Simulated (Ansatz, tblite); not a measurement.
**SiHMe2Br (C₂H₇BrSi): rung by rung**

Aim: run the singlet of SiHMe2Br (C₂H₇BrSi) at one geometry on many levels, and compare frontier levels, spin and run time.

The runs use Ansatz 0.2.0, Gaussian basis; as each input shows.

The runs, in order: GFN1-xTB, GFN2-xTB, PBE-D4/def2-TZVP, r2SCAN-D4/def2-TZVP, B97M-V/def2-TZVP, HF/def2-TZVP, LC-ωPBE/def2-TZVP, B3LYP-D4/def2-TZVP, BLYP-D4/def2-TZVP, revPBE-D4/def2-TZVP, BHLYP-D4/def2-TZVP, PBE-D4/def2-SVP, PBE0-D4/def2-SVP, HF/STO-3G, HF/6-31G, B3LYP-D4/6-31G, CCSD(T)/def2-TZVP, RPA/def2-TZVP.

## Step 1: The relaxed structure

The geometry is that of the singlet, from an earlier relaxation (r2SCAN-D4/def2-SVP).

11 atoms, charge 0, spin multiplicity 1.

Bond lengths: Si1–H2 1.492 Å, Si1–C3 1.869 Å, Si1–C7 1.869 Å, Si1–Br11 2.252 Å, C3–H4 1.101 Å, C3–H5 1.103 Å, C3–H6 1.102 Å, C7–H8 1.101 Å, C7–H9 1.102 Å, C7–H10 1.103 Å. Angles: H2–Si1–C3 110.7°, H2–Si1–C7 110.7°, H2–Si1–Br11 106.3°, C3–Si1–C7 112.3°, C3–Si1–Br11 108.3°, C7–Si1–Br11 108.3°, Si1–C3–H4 111.2°, Si1–C3–H5 110.2°, Si1–C3–H6 110.8°, H4–C3–H5 108.1°, H4–C3–H6 108.1°, H5–C3–H6 108.2°, Si1–C7–H8 111.2°, Si1–C7–H9 110.8°, Si1–C7–H10 110.3°, H8–C7–H9 108.1°, H8–C7–H10 108.1°, H9–C7–H10 108.2°.

PBE0-D4/def2-TZVP was run before; its log isn't repeated, and its numbers join the tables.

## Step 2: GFN1-xTB

Tight binding, by tblite at 300 K electronic temperature and without a spin-polarisation term:

```python
tblite.interface.Calculator('GFN1-xTB', numbers, positions, charge=0, uhf=0).singlepoint()
```

Energy -375.4619 eV, HOMO -11.61 eV, LUMO -4.99 eV; 0.008 s.

## Step 3: GFN2-xTB

Tight binding, by tblite at 300 K electronic temperature and without a spin-polarisation term:

```python
tblite.interface.Calculator('GFN2-xTB', numbers, positions, charge=0, uhf=0).singlepoint()
```

Energy -372.8124 eV, HOMO -11.18 eV, LUMO -5.24 eV; 0.006 s.

## Step 4: PBE-D4/def2-TZVP

start.molden holds the orbitals of an earlier run on this state, given as this run's starting guess.

Input file in.yaml:

```yaml
crystal:
  periodic: [false, false, false]
  atoms:
    - {symbol: Si, position_ang: [-0.256783, -0.437422, 0.450711]}
    - {symbol: H, position_ang: [-0.294363, -0.508185, 1.940940]}
    - {symbol: C, position_ang: [1.505175, -0.502859, -0.169445]}
    - {symbol: H, position_ang: [2.013886, -1.417275, 0.172455]}
    - {symbol: H, position_ang: [2.073538, 0.366060, 0.203157]}
    - {symbol: H, position_ang: [1.534001, -0.486748, -1.270509]}
    - {symbol: C, position_ang: [-1.168849, 1.074547, -0.162037]}
    - {symbol: H, position_ang: [-2.211727, 1.080538, 0.190384]}
    - {symbol: H, position_ang: [-1.179680, 1.106076, -1.263079]}
    - {symbol: H, position_ang: [-0.677251, 1.991604, 0.204352]}
    - {symbol: Br, position_ang: [-1.337937, -2.266325, -0.296928]}
basis:
  gaussian: {orbitals: def2-TZVP, initial_orbitals: start.molden}
hamiltonian: {xc: pbe, dispersion: d4}
scf: {omitted_lower_state_checks: [starts]}
output: {orbitals: {seedname: orbitals}}
```

Run with:

```bash
$ ansatz run in.yaml --threads 4 --pin off --events-out ev --progress --plain --max-ram 3916MiB
```

After this run come: r2SCAN-D4/def2-TZVP; B97M-V/def2-TZVP; HF/def2-TZVP; LC-ωPBE/def2-TZVP; B3LYP-D4/def2-TZVP; BLYP-D4/def2-TZVP; revPBE-D4/def2-TZVP; BHLYP-D4/def2-TZVP; PBE-D4/def2-SVP; PBE0-D4/def2-SVP; HF/STO-3G; HF/6-31G; B3LYP-D4/6-31G; CCSD(T)/def2-TZVP; RPA/def2-TZVP.

Q: Predict the results of all the runs planned. Wanted: gap in def2-TZVP, named functionals and Hartree-Fock, smallest and largest; correlation energy, CCSD(T)/def2-TZVP; binding an atom, CCSD(T)/def2-TZVP; PBE0 total energy, smallest basis above largest.

**Answer**, as computed:

```
                                                                  quantity                             value
gap in def2-TZVP, named functionals and Hartree-Fock, smallest and largest  6.37 eV (BLYP-D4), 14.51 eV (HF)
                                     correlation energy, CCSD(T)/def2-TZVP                         -22.15 eV
                                        binding an atom, CCSD(T)/def2-TZVP                          3.568 eV
                           PBE0 total energy, smallest basis above largest    13.67 eV (def2-SVP, def2-TZVP)
```

In words: Orbital gaps of the named functionals and Hartree-Fock in def2-TZVP span 6.37 eV (BLYP-D4) to 14.51 eV (HF); exact exchange widens it. A small miss in a minimal or small basis is a cancelling of errors, not accuracy. The functionals in def2-TZVP miss CCSD(T)/def2-TZVP by +0.060 (BHLYP-D4) to +0.150 eV (PBE-D4) an atom. CCSD(T)/def2-TZVP isn't at the basis-set limit; small misses against it rank nothing.
